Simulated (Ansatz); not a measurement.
# BrGaH₄O₂Si: taking an electron away

How much energy removes an electron from BrGaH₄O₂Si at fixed geometry? The cation is run at each level and the neutral's energy taken from earlier runs.

The runs use Ansatz 0.2.0, Gaussian basis; unrestricted cation, the program's frozen cores in correlated methods.

The runs, in order: UKS PBE-D4/def2-TZVPP; UKS r2SCAN-D4/def2-TZVPP; UKS PBE0-D4/def2-TZVPP; UKS B3LYP-D4/def2-TZVPP; UKS wB97X-V/def2-TZVPP; UKS wB97M-V/def2-TZVPP; UKS B2PLYP/def2-TZVPP; UHF-CCSD(T)/def2-TZVPP; UHF-MP2/def2-QZVPP; extrapolation to the limit; then −ε(HOMO) from the neutral's earlier runs with LDA (SPW92), PBE-D4, revPBE-D4, BLYP-D4, r2SCAN-D4, B97M-V, PBE0-D4, B3LYP-D4, r2SCANh-D4, r2SCAN0-D4, HSE06-D4, BHLYP-D4, CAM-B3LYP-D4, LC-ωPBE, ωB97X-V, ωB97M-V.

## Step 1: The relaxed structure

An earlier PBE0-D4 in a triple-zeta def2 set relaxation fixed the geometry.

SMILES `[OH][Ga]([Br])[O][SiH3]`, 9 atoms, charge 0, spin multiplicity 1.

Atoms are counted from 1 here; the program's logs count them from 0.

Bond lengths: O1–Ga2 1.766 Å, O1–H6 0.961 Å, Ga2–Br3 2.256 Å, Ga2–O4 1.766 Å, O4–Si5 1.639 Å, Si5–H7 1.485 Å, Si5–H8 1.488 Å, Si5–H9 1.487 Å. Angles: Ga2–O1–H6 112.3°, O1–Ga2–Br3 120.1°, O1–Ga2–O4 118.7°, Br3–Ga2–O4 121.2°, Ga2–O4–Si5 138.4°, O4–Si5–H7 108.4°, O4–Si5–H8 111.2°, O4–Si5–H9 110.1°, H7–Si5–H8 109.2°, H7–Si5–H9 109.2°, H8–Si5–H9 108.7°.

Coordinates:

```xyz
9
BrGaH4O2Si
O     2.5521    1.4654    0.3548
Ga    1.4238    0.1092    0.2753
Br    2.1500   -1.9925    0.6561
O    -0.2687    0.4371   -0.1069
Si   -1.6676   -0.3960   -0.2930
H     2.1240    2.3070    0.1745
H    -2.4883    0.2916   -1.3222
H    -1.4065   -1.7947   -0.7285
H    -2.4187   -0.4271    0.9900
```

## Step 2: Cation, UKS PBE-D4/def2-TZVPP

Input file in.yaml:

```yaml
crystal:
  periodic: [false, false, false]
  atoms:
    - {symbol: O, position_ang: [2.552062, 1.465434, 0.354776]}
    - {symbol: Ga, position_ang: [1.423800, 0.109184, 0.275263]}
    - {symbol: Br, position_ang: [2.150021, -1.992547, 0.656057]}
    - {symbol: O, position_ang: [-0.268698, 0.437135, -0.106922]}
    - {symbol: Si, position_ang: [-1.667617, -0.395962, -0.293022]}
    - {symbol: H, position_ang: [2.123982, 2.306979, 0.174519]}
    - {symbol: H, position_ang: [-2.488346, 0.291559, -1.322191]}
    - {symbol: H, position_ang: [-1.406496, -1.794695, -0.728457]}
    - {symbol: H, position_ang: [-2.418708, -0.427097, 0.989987]}
basis:
  gaussian: {orbitals: def2-TZVPP}
total_charge: 1
magnetization: {spin_polarized: true, initial_magnetization: 1}
hamiltonian: {xc: pbe, dispersion: d4}
```

The run is started by

```sh
$ ansatz run in.yaml --threads 2 --pin off --events-out ev --progress --plain --max-ram 20480MiB --backend cpu
```

The runs that follow: Cation, UKS r2SCAN-D4/def2-TZVPP; Cation, UKS PBE0-D4/def2-TZVPP; Cation, UKS B3LYP-D4/def2-TZVPP; Cation, UKS wB97X-V/def2-TZVPP; Cation, UKS wB97M-V/def2-TZVPP; Cation, UKS B2PLYP (frozen core)/def2-TZVPP; Cation, UHF-CCSD(T)/def2-TZVPP; Cation, UHF-MP2/def2-QZVPP.

**Question.** What will the summary of the whole plan be? Wanted: ionisation energy, CCSD(T)/CBS; nearest functional by difference; nearest −ε(HOMO); −ε(HOMO) of PBE; T1 of the cation.

The runs gave:

| quantity | value |
| --- | --- |
| ionisation energy, CCSD(T)/CBS | 11.45 eV |
| nearest functional by difference | ωB97X-V (-0.23 eV) |
| nearest −ε(HOMO) | LC-ωPBE (+0.10 eV) |
| −ε(HOMO) of PBE | 7.38 eV |
| T1 of the cation | 0.021 |

In words: By cation minus neutral, the functionals miss by 1.46 eV at most. −ε(HOMO) of PBE misses by 4.1 eV, since self-interaction lifts the level. Among orbital estimates LC-ωPBE comes nearest. Hartree-Fock falls 1.10 eV short, as the neutral has more correlation energy than the cation. Correlated methods include outer-core shells of Br, Ga, which these sets cover unevenly. With outer-core shells in play the reference is unsure by up to some tenths of an eV, so close misses can't be ranked.
